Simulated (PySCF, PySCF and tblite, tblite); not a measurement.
# C₇H₁₃NO: conformers and averaged spectra, part 2 of 3

PySCF and tblite. Atoms count from 0. The steps go on from the part before.

## 3. GFN2-xTB relaxation, conformer 3

Job settings and geometry (Å):

```
{"job": {"xc": "GFN2-xTB", "basis": "xTB", "kind": "relax"}, "charge": 0, "multiplicity": 1}
C      3.047500     0.167500    -0.645700
C      2.040600    -0.539500    -0.099200
C      2.307400    -1.492600     1.055900
C      0.620400    -0.456900    -0.601900
C     -0.345600     0.265800     0.360000
O      0.047100     0.838300     1.367400
N     -1.694300     0.258300    -0.001700
C     -2.651100     0.893400     0.894600
C     -2.244600    -0.361000    -1.194700
H      4.054600     0.103100    -0.272900
H      2.856200     0.851400    -1.471100
H      1.722300    -1.197500     1.939000
H      3.350600    -1.513500     1.346500
H      2.010100    -2.507300     0.770700
H      0.252500    -1.476500    -0.754000
H      0.592200     0.059200    -1.545400
H     -2.190600     1.307600     1.790400
H     -3.158000     1.691100     0.347200
H     -3.399000     0.146300     1.199700
H     -2.858800     0.384100    -1.711300
H     -2.881800    -1.194000    -0.889500
H     -1.488000    -0.714600    -1.885000
```

The log of the run:

```text
step      E/eV     max force
  0    -777.93438    1.847
  1    -778.00116    1.107
  2    -778.02221    0.404
  3    -778.03602    0.392
  4    -778.04595    0.259
  5    -778.05111    0.250
  6    -778.05645    0.216
  7    -778.06100    0.150
  8    -778.06347    0.104
  9    -778.06451    0.077
 10    -778.06578    0.084
 11    -778.06716    0.092
 12    -778.06876    0.092
 13    -778.07031    0.094
 14    -778.07175    0.092
 15    -778.07298    0.075
 16    -778.07396    0.057
 17    -778.07478    0.063
 18    -778.07562    0.071
 19    -778.07656    0.076
 20    -778.07755    0.079
 21    -778.07846    0.058
 22    -778.07920    0.060
 23    -778.07974    0.053
 24    -778.08014    0.051
 25    -778.08043    0.038
 26    -778.08043    0.038
 27    -778.08055    0.029
 28    -778.08079    0.027
 29    -778.08086    0.033
 30    -778.08106    0.038
 31    -778.08128    0.047
 32    -778.08144    0.029
 33    -778.08159    0.030
 34    -778.08175    0.039
 35    -778.08190    0.037
 36    -778.08203    0.032
 37    -778.08216    0.028
 38    -778.08228    0.026
 39    -778.08240    0.021
 40    -778.08248    0.022
 41    -778.08255    0.019
 42    -778.08261    0.018
 43    -778.08267    0.020
 44    -778.08273    0.019
 45    -778.08278    0.018
 46    -778.08283    0.015
 47    -778.08288    0.014
 48    -778.08292    0.017
 49    -778.08296    0.022
 50    -778.08302    0.024
 51    -778.08310    0.026
 52    -778.08318    0.022
 53    -778.08324    0.019
 54    -778.08329    0.016
 55    -778.08333    0.017
 56    -778.08337    0.016
 57    -778.08341    0.012
 58    -778.08344    0.012
 59    -778.08347    0.013
 60    -778.08351    0.017
 61    -778.08356    0.015
 62    -778.08360    0.015
 63    -778.08364    0.017
 64    -778.08368    0.015
 65    -778.08373    0.017
 66    -778.08377    0.014
 67    -778.08380    0.013
 68    -778.08382    0.016
 69    -778.08385    0.015
 70    -778.08390    0.015
 71    -778.08395    0.020
 72    -778.08402    0.022
 73    -778.08411    0.026
 74    -778.08424    0.032
 75    -778.08438    0.029
 76    -778.08452    0.021
 77    -778.08464    0.020
 78    -778.08475    0.028
 79    -778.08486    0.025
 80    -778.08496    0.017
 81    -778.08501    0.026
 82    -778.08507    0.024
 83    -778.08513    0.021
 84    -778.08525    0.014
 85    -778.08528    0.012
 86    -778.08532    0.011
 87    -778.08534    0.014
 88    -778.08538    0.013
 89    -778.08541    0.013
 90    -778.08544    0.014
 91    -778.08549    0.017
 92    -778.08555    0.021
 93    -778.08563    0.025
 94    -778.08570    0.026
 95    -778.08579    0.028
 96    -778.08592    0.037
 97    -778.08611    0.037
 98    -778.08629    0.039
 99    -778.08644    0.023
100    -778.08654    0.033
101    -778.08672    0.029
102    -778.08687    0.045
103    -778.08708    0.039
104    -778.08723    0.058
105    -778.08738    0.033
106    -778.08753    0.037
107    -778.08774    0.040
108    -778.08791    0.024
109    -778.08809    0.035
110    -778.08821    0.033
111    -778.08833    0.024
112    -778.08851    0.041
113    -778.08869    0.058
114    -778.08887    0.063
115    -778.08905    0.029
116    -778.08921    0.038
117    -778.08941    0.026
118    -778.08965    0.036
119    -778.08989    0.037
120    -778.08991    0.087
121    -778.09032    0.034
122    -778.09049    0.031
123    -778.09079    0.064
124    -778.09113    0.034
125    -778.09147    0.033
126    -778.09255    0.039
127    -778.09276    0.037
128    -778.09316    0.027
129    -778.09332    0.027
130    -778.09340    0.020
131    -778.09347    0.026
132    -778.09353    0.020
133    -778.09361    0.014
134    -778.09364    0.012
135    -778.09369    0.011
136    -778.09372    0.013
137    -778.09375    0.013
138    -778.09378    0.013
139    -778.09383    0.013
140    -778.09387    0.013
141    -778.09390    0.009
142    -778.09392    0.010
143    -778.09394    0.011
144    -778.09396    0.011
145    -778.09399    0.011
146    -778.09401    0.012
147    -778.09404    0.014
148    -778.09406    0.014
149    -778.09408    0.013
150    -778.09410    0.012
151    -778.09412    0.011
152    -778.09414    0.012
153    -778.09417    0.015
154    -778.09422    0.015
155    -778.09428    0.018
156    -778.09434    0.020
157    -778.09439    0.019
158    -778.09444    0.017
159    -778.09448    0.012
160    -778.09451    0.009
161    -778.09453    0.009
162    -778.09454    0.010
163    -778.09456    0.010
164    -778.09458    0.008
165    -778.09459    0.009
166    -778.09460    0.008
167    -778.09461    0.006
168    -778.09462    0.006
169    -778.09463    0.006
170    -778.09464    0.006
171    -778.09464    0.006
172    -778.09465    0.007
173    -778.09465    0.006
174    -778.09466    0.007
175    -778.09467    0.006
176    -778.09468    0.007
177    -778.09469    0.008
178    -778.09470    0.007
179    -778.09471    0.009
180    -778.09472    0.008
181    -778.09473    0.008
182    -778.09476    0.012
183    -778.09480    0.016
184    -778.09487    0.019
185    -778.09497    0.026
186    -778.09509    0.029
187    -778.09520    0.027
188    -778.09457    0.138
189    -778.09539    0.027
190    -778.09549    0.022
191    -778.09503    0.170
192    -778.09587    0.019
193    -778.09604    0.022
194    -778.09146    0.347
195    -778.09626    0.023
196    -778.09642    0.024
197    -778.09396    0.263
198    -778.09672    0.022
199    -778.09690    0.020
200    -778.09665    0.129
201    -778.09720    0.020
202    -778.09730    0.020
203    -778.09743    0.047
204    -778.09752    0.027
205    -778.09764    0.014
206    -778.09768    0.012
207    -778.09771    0.012
208    -778.09773    0.012
209    -778.09776    0.008
210    -778.09779    0.010
211    -778.09780    0.010
212    -778.09783    0.008
213    -778.09785    0.008
214    -778.09786    0.006
215    -778.09787    0.006
216    -778.09788    0.005
217    -778.09788    0.004
```

Run time: 1.5 s. Hardware: 1 thread of Arm Neoverse V1, shared host.

Relaxing gained 0.163 eV and moved the atoms by 0.44 Å on average (rms).

**GFN2-xTB relaxation, conformer 4**

Job settings and geometry (Å):

```
{"job": {"xc": "GFN2-xTB", "basis": "xTB", "kind": "relax"}, "charge": 0, "multiplicity": 1}
C      3.067900     0.627800     0.430200
C      1.903500     0.212300    -0.128600
C      1.798200    -1.164800    -0.721600
C      0.679900     1.097500    -0.180000
C     -0.403300     0.609200     0.808200
O     -0.245200     0.759500     2.013100
N     -1.551800     0.028400     0.278000
C     -1.800500    -0.203900    -1.125900
C     -2.633300    -0.314600     1.190300
H      3.936500    -0.003600     0.473400
H      3.144000     1.615600     0.875400
H      1.015300    -1.748200    -0.209400
H      2.721900    -1.721400    -0.649200
H      1.527800    -1.086100    -1.786800
H      0.318100     1.192900    -1.196100
H      0.927700     2.116500     0.145800
H     -2.496400    -1.045600    -1.245400
H     -2.255400     0.689100    -1.554600
H     -0.889700    -0.445100    -1.662500
H     -2.837700    -1.381600     1.115700
H     -3.531700     0.258500     0.897400
H     -2.406100    -0.072900     2.231700
```

The log of the run:

```text
step      E/eV     max force
  0    -777.90200    1.896
  1    -777.96454    1.577
  2    -777.99310    0.341
  3    -778.00453    0.350
  4    -778.01788    0.261
  5    -778.02332    0.237
  6    -778.02840    0.210
  7    -778.03159    0.134
  8    -778.03341    0.090
  9    -778.03422    0.069
 10    -778.03508    0.073
 11    -778.03612    0.085
 12    -778.03714    0.089
 13    -778.03794    0.081
 14    -778.03855    0.064
 15    -778.03909    0.066
 16    -778.03951    0.048
 17    -778.03979    0.032
 18    -778.03979    0.032
 19    -778.03991    0.028
 20    -778.04028    0.030
 21    -778.04041    0.032
 22    -778.04070    0.040
 23    -778.04094    0.039
 24    -778.04117    0.035
 25    -778.04138    0.043
 26    -778.04157    0.047
 27    -778.04173    0.029
 28    -778.04190    0.035
 29    -778.04212    0.036
 30    -778.04237    0.046
 31    -778.04265    0.038
 32    -778.04289    0.037
 33    -778.04310    0.033
 34    -778.04336    0.047
 35    -778.04369    0.064
 36    -778.04404    0.062
 37    -778.04430    0.043
 38    -778.04443    0.023
 39    -778.04450    0.026
 40    -778.04459    0.029
 41    -778.04470    0.033
 42    -778.04488    0.037
 43    -778.04514    0.038
 44    -778.04547    0.044
 45    -778.04582    0.042
 46    -778.04617    0.043
 47    -778.04651    0.043
 48    -778.04684    0.039
 49    -778.04711    0.032
 50    -778.04729    0.029
 51    -778.04742    0.028
 52    -778.04752    0.023
 53    -778.04761    0.017
 54    -778.04765    0.014
 55    -778.04768    0.013
 56    -778.04770    0.012
 57    -778.04772    0.012
 58    -778.04775    0.012
 59    -778.04777    0.009
 60    -778.04779    0.014
 61    -778.04782    0.015
 62    -778.04785    0.013
 63    -778.04787    0.009
 64    -778.04788    0.007
 65    -778.04789    0.007
 66    -778.04790    0.005
 67    -778.04790    0.005
 68    -778.04790    0.004
 69    -778.04791    0.005
 70    -778.04791    0.004
 71    -778.04791    0.005
 72    -778.04792    0.005
 73    -778.04792    0.007
 74    -778.04793    0.009
 75    -778.04794    0.009
 76    -778.04795    0.008
 77    -778.04797    0.006
 78    -778.04797    0.004
 79    -778.04798    0.005
 80    -778.04798    0.005
 81    -778.04798    0.004
```

It took 0.58 s on 1 thread of Arm Neoverse V1, shared host.

Gain 0.146 eV; displacement 0.11 Å root mean square.

## 4. Shieldings, conformer 1: CAM-B3LYP/6-31G*

Job settings and geometry (Å):

```
{"job": {"xc": "CAM-B3LYP", "basis": "6-31G*", "kind": "nmr", "pop": true}, "charge": 0, "multiplicity": 1}
C      2.059567    -1.523175     0.083451
C      1.618423    -0.277762     0.008177
C      1.999217     0.775493     1.001558
C      0.722338     0.196957    -1.104207
C     -0.507457     0.937866    -0.591363
O     -0.655744     2.128850    -0.794490
N     -1.423009     0.212461     0.093760
C     -2.557613     0.892034     0.678560
C     -1.316070    -1.188733     0.413187
H      2.720215    -1.842920     0.871198
H      1.791809    -2.274046    -0.641340
H      1.111209     1.176449     1.489374
H      2.489208     1.606147     0.495398
H      2.669612     0.377855     1.759053
H      0.427431    -0.631698    -1.749914
H      1.270281     0.922269    -1.712113
H     -3.490755     0.479815     0.288420
H     -2.546965     0.784050     1.765853
H     -2.492289     1.946302     0.417486
H     -0.808088    -1.342008     1.370743
H     -0.771016    -1.728933    -0.355071
H     -2.320715    -1.607888     0.483204
```

The log of the run:

```text
coarse grid: 17816 points
cycle   1  E = -404.2059132552  dE =  1.523e+00  |g| = 8.982e-01  |ddm| = 4.249e+00
cycle   2  E = -403.9278930324  dE =  2.780e-01  |g| = 1.538e+00  |ddm| = 2.332e+00
cycle   3  E = -404.3756386145  dE = -4.477e-01  |g| = 1.275e-01  |ddm| = 1.596e+00
cycle   4  E = -404.3790385831  dE = -3.400e-03  |g| = 5.874e-02  |ddm| = 1.802e-01
cycle   5  E = -404.3797733006  dE = -7.347e-04  |g| = 1.443e-02  |ddm| = 5.589e-02
cycle   6  E = -404.3798206369  dE = -4.734e-05  |g| = 4.468e-03  |ddm| = 1.505e-02
cycle   7  E = -404.3798259035  dE = -5.267e-06  |g| = 1.114e-03  |ddm| = 7.129e-03
final grid: 170496 points
cycle   8  E = -404.3090833396  dE = -2.890e-05  |g| = 5.184e-03  |ddm| = 2.124e-02
cycle   9  E = -404.3090840142  dE = -6.746e-07  |g| = 5.315e-03  |ddm| = 1.016e-02
cycle  10  E = -404.3090903840  dE = -6.370e-06  |g| = 1.292e-03  |ddm| = 5.395e-03
cycle  11  E = -404.3090907009  dE = -3.169e-07  |g| = 2.103e-04  |ddm| = 1.110e-03
cycle  12  E = -404.3090907096  dE = -8.643e-09  |g| = 9.094e-05  |ddm| = 2.972e-04
cycle  13  E = -404.3090907115  dE = -1.913e-09  |g| = 2.133e-05  |ddm| = 9.024e-05
cycle  14  E = -404.3090907116  dE = -1.231e-10  |g| = 7.800e-06  |ddm| = 3.737e-05
converged SCF energy = -404.3090907116

GIAO shielding tensors (ppm)
atom      isotropic    diamagn.    paramagn.     s11        s22        s33       span
  0 C       84.033     260.686    -176.653     -8.568    106.773    153.894    162.462
  1 C       58.339     245.696    -187.357    -55.441     56.858    173.601    229.041
  2 C      173.494     252.074     -78.579    160.668    166.709    193.106     32.439
  3 C      148.898     253.290    -104.392    134.138    151.963    160.592     26.454
  4 C       35.704     247.927    -212.222    -42.776     41.872    108.016    150.791
  5 O      -50.255     398.637    -448.891   -338.015   -137.532    324.783    662.798
  6 N      168.087     322.186    -154.100     71.973    187.289    244.997    173.024
  7 C      161.984     245.930     -83.946    140.735    152.370    192.848     52.113
  8 C      157.509     249.527     -92.017    140.311    147.774    184.442     44.131
  9 H       27.481      31.384      -3.903     24.593     26.445     31.404      6.811
 10 H       27.692      33.623      -5.931     24.428     26.848     31.800      7.372
 11 H       30.687      32.682      -1.994     26.353     31.734     33.974      7.621
 12 H       30.636      30.103       0.532     26.785     29.238     35.884      9.099
 13 H       30.786      30.506       0.280     27.005     29.611     35.741      8.737
 14 H       29.159      33.677      -4.517     27.673     28.566     31.239      3.566
 15 H       29.416      31.345      -1.929     26.516     28.481     33.253      6.737
 16 H       30.385      29.331       1.054     25.646     28.660     36.850     11.204
 17 H       30.286      29.999       0.287     25.745     28.699     36.416     10.671
 18 H       27.810      29.671      -1.860     22.544     28.475     32.413      9.869
 19 H       29.444      32.516      -3.072     25.639     28.775     33.917      8.278
 20 H       29.142      33.641      -4.499     24.665     30.005     32.756      8.091
 21 H       29.855      31.505      -1.650     25.150     29.118     35.298     10.148
```

Run time: 34 s. Hardware: 1 thread of Arm Neoverse V1, shared host; peak memory 0.81 GiB.

In short: HOMO -7.95 eV, LUMO 1.89 eV; dipole 3.28 D.

## 5. Shieldings, conformer 2: CAM-B3LYP/6-31G*

Job settings and geometry (Å):

```
{"job": {"xc": "CAM-B3LYP", "basis": "6-31G*", "kind": "nmr", "pop": false}, "charge": 0, "multiplicity": 1}
C      1.246395    -1.602402     0.456579
C      1.564524    -0.323185     0.342032
C      2.571734     0.343980     1.230488
C      0.977177     0.571566    -0.721823
C     -0.317351     0.049438    -1.323443
O     -0.363579    -0.403118    -2.452192
N     -1.416415     0.125904    -0.535180
C     -2.696127    -0.282937    -1.067820
C     -1.428691     0.698810     0.788830
H      1.696503    -2.232871     1.204915
H      0.534356    -2.072402    -0.199506
H      2.111623     1.158413     1.790850
H      3.374177     0.770434     0.629660
H      3.000883    -0.363966     1.934384
H      1.694870     0.645664    -1.544191
H      0.822202     1.576904    -0.322907
H     -3.390256     0.560637    -1.087679
H     -2.536744    -0.643242    -2.082370
H     -3.123606    -1.084467    -0.461098
H     -0.553458     0.385400     1.355341
H     -2.316748     0.347525     1.311985
H     -1.461877     1.793297     0.752294
```

The log of the run:

```text
coarse grid: 17816 points
cycle   1  E = -404.2037852208  dE =  1.520e+00  |g| = 8.971e-01  |ddm| = 4.236e+00
cycle   2  E = -403.9269311476  dE =  2.769e-01  |g| = 1.534e+00  |ddm| = 2.373e+00
cycle   3  E = -404.3742239490  dE = -4.473e-01  |g| = 1.286e-01  |ddm| = 1.627e+00
cycle   4  E = -404.3776778270  dE = -3.454e-03  |g| = 5.883e-02  |ddm| = 1.832e-01
cycle   5  E = -404.3784122143  dE = -7.344e-04  |g| = 1.470e-02  |ddm| = 5.519e-02
cycle   6  E = -404.3784612194  dE = -4.901e-05  |g| = 4.528e-03  |ddm| = 1.583e-02
cycle   7  E = -404.3784666784  dE = -5.459e-06  |g| = 1.200e-03  |ddm| = 7.461e-03
final grid: 170496 points
cycle   8  E = -404.3081126421  dE = -2.897e-05  |g| = 5.358e-03  |ddm| = 2.330e-02
cycle   9  E = -404.3081122369  dE =  4.052e-07  |g| = 5.994e-03  |ddm| = 1.079e-02
cycle  10  E = -404.3081200164  dE = -7.779e-06  |g| = 1.382e-03  |ddm| = 5.961e-03
cycle  11  E = -404.3081203820  dE = -3.656e-07  |g| = 1.747e-04  |ddm| = 1.172e-03
cycle  12  E = -404.3081203884  dE = -6.415e-09  |g| = 8.605e-05  |ddm| = 2.826e-04
cycle  13  E = -404.3081203901  dE = -1.663e-09  |g| = 1.902e-05  |ddm| = 8.928e-05
cycle  14  E = -404.3081203902  dE = -1.041e-10  |g| = 7.294e-06  |ddm| = 3.487e-05
converged SCF energy = -404.3081203902

GIAO shielding tensors (ppm)
atom      isotropic    diamagn.    paramagn.     s11        s22        s33       span
  0 C       86.303     261.264    -174.961    -10.311    104.192    165.028    175.338
  1 C       59.103     246.584    -187.480    -53.467     60.259    170.519    223.986
  2 C      170.661     249.950     -79.289    152.940    164.474    194.568     41.629
  3 C      151.630     255.210    -103.580    135.035    148.217    171.638     36.603
  4 C       33.651     247.978    -214.327    -43.832     37.832    106.952    150.784
  5 O      -52.247     398.052    -450.299   -343.925   -142.941    330.125    674.050
  6 N      171.622     322.276    -150.654     77.273    188.754    248.837    171.564
  7 C      162.236     245.507     -83.271    142.003    152.035    192.670     50.667
  8 C      160.192     250.368     -90.175    140.183    148.548    191.846     51.663
  9 H       27.421      31.302      -3.880     24.811     26.343     31.110      6.299
 10 H       27.390      34.799      -7.409     24.444     26.241     31.485      7.040
 11 H       30.755      30.980      -0.224     27.176     30.222     34.868      7.691
 12 H       30.681      29.051       1.629     27.033     29.224     35.786      8.753
 13 H       30.609      29.284       1.325     26.756     29.459     35.612      8.855
 14 H       29.435      31.385      -1.950     25.876     29.093     33.336      7.460
 15 H       29.798      34.234      -4.436     27.554     30.024     31.818      4.264
 16 H       30.209      29.020       1.190     25.435     28.441     36.752     11.317
 17 H       27.859      29.671      -1.812     22.660     28.354     32.564      9.904
 18 H       30.318      30.194       0.124     25.566     28.905     36.483     10.916
 19 H       29.199      33.663      -4.464     24.041     30.119     33.437      9.396
 20 H       29.984      32.141      -2.158     25.261     29.401     35.290     10.029
 21 H       29.523      31.774      -2.251     26.505     26.876     35.188      8.683
```

It took 31 s on 1 thread of Arm Neoverse V1, shared host; peak memory 0.87 GiB.

This run: HOMO -7.86 eV, LUMO 2.01 eV; dipole 3.72 D.

(Part 2 of 3 ends here.)
